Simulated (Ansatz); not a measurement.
I need an active-space calculation of Cl2GeH2, SMILES [Cl][GeH2][Cl]. Use the Ansatz DFT code, driven from Python. Settings: SC-NEVPT2, def2-SVP basis, multiplicity 1.

```yaml
atoms:
  - { symbol: Cl, position_ang: [-1.7732, -0.1798, 1.0313] }
  - { symbol: Ge, position_ang: [0.0027, 0.0665, -0.1238] }
  - { symbol: Cl, position_ang: [1.5546, -1.0546, 0.8237] }
  - { symbol: H, position_ang: [-0.1430, -0.4638, -1.5608] }
  - { symbol: H, position_ang: [0.4089, 1.5580, -0.2118] }
```

The script, `cas_cl2geh2.py`:
```python
'''Static correlation in Cl2GeH2: natural occupations of an active space.'''

import ansatz as az
from ase import Atoms

BASIS_SET = 'def2-SVP'

atoms = Atoms(['Cl', 'Ge', 'Cl', 'H', 'H'], positions=[
    (-1.7732, -0.1798, 1.0313),
    (0.0027, 0.0665, -0.1238),
    (1.5546, -1.0546, 0.8237),
    (-0.143, -0.4638, -1.5608),
    (0.4089, 1.558, -0.2118),
])
molecule = az.Crystal.molecule_from_ase(atoms)

model = molecule.calculation()
model = model.basis(gaussian=BASIS_SET)
model = model.correlation(active_electrons=4, active_orbitals=4)
for method in ['sc_nevpt2']:
    summary = (model if method is None else model.correlation(method)).run().report
    space = summary['configurations']
    state = space['states'][0]
    print(method or 'casscf', f'total {summary["free_energy_ev"] / 27.211386246:.6f} Ha, active-space state {state["energy"]["hartree"]:.6f} Ha, mean field {summary["reference_energy_ev"] / 27.211386246:.6f} Ha')
    print('  determinants', state['n_determinants'], ' natural occupations', [round(n, 3) for n in space['natural_occupations']])
print('effectively unpaired electrons, sum of min(n, 2 - n):', round(sum(min(n, 2 - n) for n in space['natural_occupations']), 3))
```

Running `python cas_cl2geh2.py` prints:
```text
sc_nevpt2 total -2995.548378 Ha, active-space state -2995.088925 Ha, mean field -2995.059906 Ha
  determinants 36  natural occupations [1.982, 1.973, 0.027, 0.017]
effectively unpaired electrons, sum of min(n, 2 - n): 0.089
```

Reading the output:
- Total energies depend on the basis set; only differences at equal settings carry meaning.
- The geometry is a force-field or estimated start, not a minimum of this method, and the basis set is short of its limit. The active space starts as a window about the frontier orbitals and is then optimised, not chosen by chemistry.
- Hardware and time: 7.1 s on 1 thread of Arm Neoverse V2, on a shared host, peak memory 0.25 GiB.
